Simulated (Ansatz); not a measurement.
# VW: straining the crystal, biaxial strain in the a-b plane

One table from this session's results is given with a row withheld; the runs are named, their logs left out.

Computed with Ansatz 0.2.0 (DFT PBEsol, scalar-relativistic, plane waves, PAW, unless a step's input says otherwise).

2 further runs of the same task are left out: 2 set aside as unsound or not needed.

### Starting point

It takes space group Cmmm (No. 65, orthorhombic). Conventional cell: a = 3.065 Å, b = 4.402 Å, c = 4.251 Å, α = 90.00°, β = 90.00°, γ = 90.00°. Around V (site symmetry mmm) lie 4 W at 2.62 Å and 4 V at 2.68 Å. Around W (site symmetry mmm) lie 4 V at 2.62 Å and 4 W at 2.68 Å.

Structure file:

```cif
data_structure
_symmetry_space_group_name_H-M 'Cmmm'
_symmetry_Int_Tables_number 65
_cell_length_a 3.0651
_cell_length_b 4.4017
_cell_length_c 4.2506
_cell_angle_alpha 90.000
_cell_angle_beta 90.000
_cell_angle_gamma 90.000
_cell_volume 57.35
loop_
_atom_site_label
_atom_site_type_symbol
_atom_site_symmetry_multiplicity
_atom_site_Wyckoff_symbol
_atom_site_fract_x
_atom_site_fract_y
_atom_site_fract_z
_atom_site_occupancy
V1 V 2 a 0.00000 0.00000 0.00000 1
W1 W 2 c 0.50000 0.00000 0.50000 1
```

It goes back to an entry of the Materials Project, which need not be the stable form.

The unstrained cell was computed beforehand with the same settings: E(σ→0) = -26283.9857 eV for 4 atoms, gap none (metal).

The first run:

Input file input.yaml:

```yaml
crystal:
  lattice:
    - [3.01909369, 0.0, 0.0]
    - [0.0, 4.3356772717, 0.0]
    - [0.0, 0.0, 4.2888114912]
  atoms:
    - { symbol: V, position: [0.0, 0.0, 0.0] }
    - { symbol: V, position: [0.5, 0.5, 0.0] }
    - { symbol: W, position: [0.5, 0.0, 0.5] }
    - { symbol: W, position: [0.0, 0.5, 0.5] }
basis:
  ecutwfc: 420
kpoints:
  mp_grid: { grid: [14, 10, 10] }
hamiltonian:
  xc: pbesol
scf:
  occupations: { method: gaussian, width: 0.1 }
output:
  forces: true
  stress: true
  eigenvalues: true
relax:
  adjacent_minimum: "off"
  f_tol: 0.008
  max_steps: 40
  cell: { stress_tol: 0.05, fix: [a, b, gamma] }
```

Among the steps run: The cell strained by -1.5 %; Strain +1.5 %; The cell strained by -3.0 %; At +3.0 %.

One of the session's tables, all rows but one given; the rest of the session is left out.

Lengths are those of the vectors of the cell that was run; stresses in GPa:

```
strain (%)  ΔE (meV/atom)  a (Å)  b (Å)  c (Å)
      -3.0           34.3  2.973  4.270  4.398
      -1.5            8.6  3.019  4.336  4.322
      +0.0            0.0  3.065  4.402  4.251
      +1.5              ?      ?      ?      ?
      +3.0           28.9  3.157  4.534  4.128
```

Estimate the missing values for strain (%) = +1.5.

Worked estimate for «ΔE (meV/atom)». A straight line through the neighbours (0.0, 0.0) and (3.0, 28.9) gives 0.0 + (28.9 − 0.0) × (1.5 − 0.0) / (3.0 − 0.0) = 14.4; a parabola fitted to 3 rows on both sides gives 6.8.

**Answer.** ΔE (meV/atom): 7.2; a (Å): 3.111; b (Å): 4.468; c (Å): 4.188. In «ΔE (meV/atom)» the line misses by +7.2 and the parabola by -0.4.

ΔE is over the unstrained cell. Stress in GPa, positive in compression, on the Cartesian axes of the input. 
